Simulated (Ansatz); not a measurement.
# CH5ClInN: one species, many methods

An exercise on one series of results from a longer session: the logs are not shown, and one member is left open.

Program: Ansatz 0.2.0, Gaussian basis. Level of theory: functionals in def2-TZVPP, the program's frozen cores in correlated methods. These are calculated values, not measurements.

Levels to be run: LDA (SPW92), PBE-D4, revPBE-D4, BLYP-D4, r2SCAN-D4, B97M-V, PBE0-D4, B3LYP-D4, r2SCANh-D4, r2SCAN0-D4, HSE06-D4, BHLYP-D4, CAM-B3LYP-D4, LC-ωPBE, ωB97X-V, ωB97M-V, B2PLYP, PBE-QIDH; CCSD(T)/def2-SVP; CCSD(T)/def2-TZVPP; MP2/def2-QZVPP; extrapolation to the limit; RPA on PBE.

## Structure used throughout

The geometry comes from an earlier relaxation with PBE0-D4 in a triple-zeta def2 set; it is a stationary point, not always the lowest conformer. In takes the def2 core potential; no spin-orbit term is included.

SMILES `[CH3][In]([NH2])[Cl]`, 9 atoms, charge 0, spin multiplicity 1.

Atoms are counted from 1 here; the program's logs count them from 0.

Bond lengths: C1–In2 2.127 Å, C1–H5 1.089 Å, C1–H6 1.090 Å, C1–H7 1.090 Å, In2–N3 2.004 Å, In2–Cl4 2.352 Å, N3–H8 1.009 Å, N3–H9 1.008 Å. Angles: In2–C1–H5 108.9°, In2–C1–H6 109.6°, In2–C1–H7 110.2°, H5–C1–H6 109.6°, H5–C1–H7 109.7°, H6–C1–H7 108.9°, C1–In2–N3 133.3°, C1–In2–Cl4 118.0°, N3–In2–Cl4 108.4°, In2–N3–H8 117.4°, In2–N3–H9 120.7°, H8–N3–H9 110.4°.

The first run:

in.yaml

```yaml
crystal:
  periodic: [false, false, false]
  atoms:
    - {symbol: C, position_ang: [-0.198694, 1.634150, -0.609136]}
    - {symbol: In, position_ang: [-0.213608, -0.445713, -0.164624]}
    - {symbol: N, position_ang: [0.571008, -1.538818, 1.320104]}
    - {symbol: Cl, position_ang: [-1.546418, -1.851093, -1.498801]}
    - {symbol: H, position_ang: [-0.789541, 1.806960, -1.506976]}
    - {symbol: H, position_ang: [-0.629539, 2.189407, 0.224468]}
    - {symbol: H, position_ang: [0.823313, 1.977115, -0.770068]}
    - {symbol: H, position_ang: [0.582140, -2.540783, 1.203112]}
    - {symbol: H, position_ang: [1.401340, -1.231245, 1.801922]}
basis:
  gaussian: {orbitals: def2-TZVPP}
hamiltonian: {xc: lda}
output: {orbitals: {seedname: orbitals}}
```

Among the steps run: LDA; PBE-D4 (GGA); revPBE-D4 (GGA); BLYP-D4 (GGA); r2SCAN-D4 (meta-GGA); B97M-V (meta-GGA); PBE0-D4 (hybrid); B3LYP-D4 (hybrid); r2SCANh-D4 (hybrid); r2SCAN0-D4 (hybrid); HSE06-D4 (hybrid); BHLYP-D4 (hybrid); CAM-B3LYP-D4 (range-separated); LC-ωPBE (range-separated); ωB97X-V (range-separated); ωB97M-V (range-separated); B2PLYP (double hybrid); PBE-QIDH (double hybrid).

One of the session's tables, all rows but one given; the rest of the session is left out.

It belongs to the step «Frontier levels by functional». 

```
  functional  HOMO (eV)  gap (eV)
 LDA (SPW92)      -6.18      4.21
      PBE-D4      -5.97      4.24
   revPBE-D4      -5.89      4.27
     BLYP-D4      -5.84      4.13
   r2SCAN-D4      -6.25      4.79
      B97M-V      -6.28      4.62
     PBE0-D4      -7.32      6.40
    B3LYP-D4      -7.08      5.85
  r2SCANh-D4      -6.75      5.58
  r2SCAN0-D4          ?         ?
    HSE06-D4      -6.91      5.63
    BHLYP-D4      -8.58      8.34
CAM-B3LYP-D4      -8.75      8.65
     LC-ωPBE     -10.17     11.22
     ωB97X-V      -9.77     10.68
     ωB97M-V      -9.67     10.28
```

Estimate the missing values for r2SCAN0-D4.

Worked estimate for «HOMO (eV)». Against the share of exact exchange, r2SCAN-D4 (0, -6.25), r2SCANh-D4 (0.1, -6.75) give a slope of -5.00 per unit share; at 0.25 the line stands at -7.50.

The run gave: HOMO (eV): -7.52; gap (eV): 6.76. In «HOMO (eV)» the line misses by +0.02.
